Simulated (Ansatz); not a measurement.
# WSe2: the cost of one run

Program: Ansatz 0.2.0. Level of theory: DFT r2SCAN, scalar-relativistic, plane waves, PAW. These are calculated values, not measurements.

### 1 The starting structure

It takes space group P-6m2 (No. 187, hexagonal). The conventional cell has a = 3.318 Å, b = 3.318 Å, c = 16.658 Å, α = 90.00°, β = 90.00°, γ = 120.00°. W (site symmetry -6m2) is surrounded by 6 Se at 2.54 Å. Se (site symmetry 3m) has 3 W at 2.54 Å in its first shell of neighbours.

Structure file:

```xyz
3
Lattice="3.3179 0.0000 0.0000 -1.6590 2.8734 0.0000 0.0000 0.0000 16.6581" Properties=species:S:1:pos:R:3 pbc="T T T"
W     0.0000    0.0000    0.0000
Se    0.0000    1.9156    1.6623
Se    0.0000    1.9156   14.9959
```

It goes back to an entry of the Materials Project, which need not be the stable form.

The cell is taken as given, not relaxed at this level.

### 2 The reference cell

The reference gives a free energy of -21355.3432 eV, pressure -0.16 GPa, largest force 0.047 eV/Å and gap on the mesh 1.64 eV. It was computed beforehand with the settings of the runs below.

### 3 Normal modes

File input.yaml:

```yaml
crystal:
  lattice:
    - [3.3179375931, 0.0, 0.0]
    - [-1.6589687966, 2.8734182438, 0.0]
    - [0.0, 0.0, 16.65814242]
  atoms:
    - { symbol: W, position: [0.0, 0.0, 0.0] }
    - { symbol: Se, position: [0.3333333333, 0.6666666667, 0.09978652] }
    - { symbol: Se, position: [0.3333333333, 0.6666666667, 0.90021348] }
basis:
  ecutwfc: 500
kpoints:
  mp_grid: { grid: [12, 12, 2] }
hamiltonian:
  xc: r2scan
scf:
  occupations: { method: gaussian, width: 0.05 }
output:
  eigenvalues: true
phonons:
  method: fd
  supercell: [1, 1, 1]
  amplitude: 0.02
  eigenvectors: true
  dielectric: false
```

On the command line:

```console
> ansatz run input.yaml --threads 2 --pin off --max-ram 5120MiB --backend cpu --events-out ev --progress --plain --runs-dir out
```

What time and memory should one allow on 2 threads of Intel Xeon Platinum 8259CL at 2.50GHz (Skylake/Cascade Lake), shared host?

About 3.4 min, with a peak of 1.4 GiB.
